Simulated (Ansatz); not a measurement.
# CH₂I radical (SMILES [CH2]I): functionals against CCSD(T) at one geometry

The atoms stand at a structure displaced at random from a GFN2-xTB minimum. How far do the functionals agree with CCSD(T) there?

Method: single points in def2-TZVPP; program: Ansatz 0.2.0, Gaussian basis.

Cores are frozen in the correlated methods. Filled d shells of the heavier atoms are correlated. Core potentials replace the inner electrons past krypton, and spin-orbit coupling is left out. Orbitals are unrestricted.

**1. Starting geometry**

SMILES `[CH2]I`, 4 atoms, charge 0, spin multiplicity 2.

Atoms are counted from 1 here; the program's logs count them from 0.

Bond lengths: C1–I2 2.015 Å, C1–H3 1.271 Å, C1–H4 1.181 Å. Angles: I2–C1–H3 120.6°, I2–C1–H4 109.7°, H3–C1–H4 128.8°.

Coordinates:

```
C    -0.06520   -0.08600   -0.19740
I     0.55060    1.09330    1.31610
H    -0.97080    0.30790   -0.99720
H     0.39040   -1.16790   -0.06960
```

**2. CCSD(T)/def2-TZVPP**

Contents of run/in.yaml:

```yaml
crystal:
  periodic: [false, false, false]
  atoms:
    - {symbol: C, position_ang: [-0.065200, -0.086000, -0.197400]}
    - {symbol: I, position_ang: [0.550600, 1.093300, 1.316100]}
    - {symbol: H, position_ang: [-0.970800, 0.307900, -0.997200]}
    - {symbol: H, position_ang: [0.390400, -1.167900, -0.069600]}
basis:
  gaussian: {orbitals: def2-TZVPP}
magnetization: {spin_polarized: true, initial_magnetization: 1}
correlation: {method: ccsd_t}
scf: {omitted_lower_state_checks: [cluster_reference]}
output: {forces: true}
```

No record of the launch command was kept for these runs.

**3. PBE0-D4/def2-TZVPP**

run/in.yaml: that of step 2 with these lines changed.

```diff
@@ -10,4 +10,3 @@
 magnetization: {spin_polarized: true, initial_magnetization: 1}
-correlation: {method: ccsd_t}
-scf: {omitted_lower_state_checks: [cluster_reference]}
-output: {forces: true}
+hamiltonian: {xc: pbe0, dispersion: d4}
+output: {forces: true, orbitals: {seedname: orbitals}}
```

**4. wB97M-V/def2-TZVPP**

run/in.yaml: that of step 3 with these lines changed.

```diff
@@ -10,3 +10,3 @@
 magnetization: {spin_polarized: true, initial_magnetization: 1}
-hamiltonian: {xc: pbe0, dispersion: d4}
-output: {forces: true, orbitals: {seedname: orbitals}}
+hamiltonian: {xc: {name: wB97M-V}}
+output: {forces: true}
```

**5. r2SCAN-D4/def2-TZVPP**

run/in.yaml: that of step 4 with these lines changed.

```diff
@@ -10,3 +10,3 @@
 magnetization: {spin_polarized: true, initial_magnetization: 1}
-hamiltonian: {xc: {name: wB97M-V}}
+hamiltonian: {xc: r2scan, dispersion: d4}
 output: {forces: true}
```

**6. PBE-D4/def2-TZVPP**

run/in.yaml: that of step 5 with these lines changed.

```diff
@@ -10,3 +10,3 @@
 magnetization: {spin_polarized: true, initial_magnetization: 1}
-hamiltonian: {xc: r2scan, dispersion: d4}
+hamiltonian: {xc: pbe, dispersion: d4}
 output: {forces: true}
```

**7. revPBE-D4/def2-TZVPP**

run/in.yaml: that of step 6 with these lines changed.

```diff
@@ -10,3 +10,3 @@
 magnetization: {spin_polarized: true, initial_magnetization: 1}
-hamiltonian: {xc: pbe, dispersion: d4}
+hamiltonian: {xc: {name: revPBE}, dispersion: d4}
 output: {forces: true}
```

**8. BHLYP-D4/def2-TZVPP**

run/in.yaml: that of step 7 with these lines changed.

```diff
@@ -10,3 +10,3 @@
 magnetization: {spin_polarized: true, initial_magnetization: 1}
-hamiltonian: {xc: {name: revPBE}, dispersion: d4}
+hamiltonian: {xc: {name: BHLYP}, dispersion: d4}
 output: {forces: true}
```

(Steps that only read results are left out.)

What does the calculation give? Wanted: energy less free atoms, CCSD(T)/def2-TZVPP; RMS force component; RMS force error; HOMO and LUMO, PBE0-D4; T1 diagnostic.

**Answer**, as computed:

```
                                  quantity                                                                                              value
energy less free atoms, CCSD(T)/def2-TZVPP                                                                                         -10.510 eV
                       RMS force component                                                               1.593 to 1.836 eV/Å over the methods
                           RMS force error  PBE0-D4 0.046, wB97M-V 0.062, r2SCAN-D4 0.040, PBE-D4 0.120, revPBE-D4 0.141, BHLYP-D4 0.145 eV/Å
                    HOMO and LUMO, PBE0-D4                                                                                 -6.18 and -2.01 eV
                             T1 diagnostic                                                                                              0.017
```

What this shows: Against CCSD(T) the functionals' energies less atoms differ by -0.775 to +0.133 eV, PBE-D4 by -0.775 eV. CCSD(T) in triple zeta still lacks some correlation energy of the bonds, so part of these gaps is its own basis error and they don't rank the functionals. For forces r2SCAN-D4 does best and BHLYP-D4 worst. Frozen-core CCSD(T) forces in triple zeta carry basis errors of their own, and this is one geometry, so small gaps rank nothing.
